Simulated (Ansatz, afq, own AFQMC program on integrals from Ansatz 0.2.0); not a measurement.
# BeGaH+ (doublet): AFQMC on the coupled-cluster ladder, cc-pVDZ

An exercise on one series of results from a longer session: the logs are not shown, and one member is left open.

Method: cc-pVDZ, frozen cores; program: Ansatz 0.2.0, Gaussian basis, and an in-house AFQMC program (afq) on its integrals; all values are calculated.

Plan: Full CI; PBE (unrestricted); r2SCAN (unrestricted); PBE0 (unrestricted); B3LYP (unrestricted); wB97M-V (unrestricted); B2PLYP (unrestricted); CCSD(T) on ROHF; Full CI; Full CI (quartet); CCSDT(Q) on ROHF; Phaseless AFQMC, CISD trial on ROHF; Free-projection AFQMC, CISD trial on ROHF; CCSD(T) on UHF; Full CI; CCSDT(Q) on UHF; CCSD(T) on UHF; CCSD(T) on UHF; Phaseless AFQMC, CISD trial on UHF; Free-projection AFQMC, CISD trial on UHF.

1 further run of the same task is left out (it didn't finish).

**The geometry**

The geometry is a PBE0/def2-TZVP stationary point (not a proven minimum) of the parent state, kept for this charge and spin. No spin-orbit coupling is included. The filled d shell of Ga may be among the frozen orbitals whatever the setting's name suggests; the logs give the count.

3 atoms, charge 1, spin multiplicity 2.

Atoms are counted from 1 here; the program's logs count them from 0.

Bond lengths: Be2–H3 1.359 Å.

Set-up of the first run:

Input file in.yaml:

```yaml
crystal:
  periodic: [false, false, false]
  atoms:
    - {symbol: Ga, position_ang: [0.000000, 0.000000, 2.135516]}
    - {symbol: Be, position_ang: [0.000000, 0.000000, -0.388073]}
    - {symbol: H, position_ang: [0.000000, 0.000000, -1.747443]}
basis:
  gaussian: {orbitals: cc-pVDZ}
total_charge: 1
magnetization: {spin_polarized: false, initial_magnetization: 1}
correlation: {method: fci, electrons: outside_noble_gas}
```

Launch:

```sh
ansatz run in.yaml --threads 1 --pin off --events-out ev --progress --plain --max-ram 1843MiB
```

Among the steps run: Full CI; PBE (unrestricted); r2SCAN (unrestricted); PBE0 (unrestricted); B3LYP (unrestricted); wB97M-V (unrestricted); B2PLYP (unrestricted); CCSD(T) on ROHF; Full CI (quartet); CCSDT(Q) on ROHF; Phaseless AFQMC, CISD trial on ROHF; Free-projection AFQMC, CISD trial on ROHF (settings varied); CCSD(T) on UHF; CCSDT(Q) on UHF; Phaseless AFQMC, CISD trial on UHF; Free-projection AFQMC, CISD trial on UHF (settings varied).

One of the session's tables, all rows but one given; the rest of the session is left out.

On the ROHF determinant, counted from full CI (exact for this spin and basis):

| level | from full CI (meV) |
| --- | --- |
| HF | ? |
| MP2 | +674.3 |
| CCSD | +46.6 |
| CCSD(T) | +13.4 |
| CCSDT(Q) | -0.2 |
| full CI | 0.0 |
| Phaseless AFQMC, CISD trial, step 0.005, 60 walkers | +1.4 |

Estimate the missing values for HF.

**Answer.** from full CI (meV): +2338.6. In the column «from full CI (meV)» it is the highest.

Caveats from the session: On ROHF the phaseless walk with the CISD trial lies +1.4 meV from full CI, within three error bars. On UHF the phaseless walk with the CISD trial lies +2.3 meV from CCSDT(Q), within three error bars.
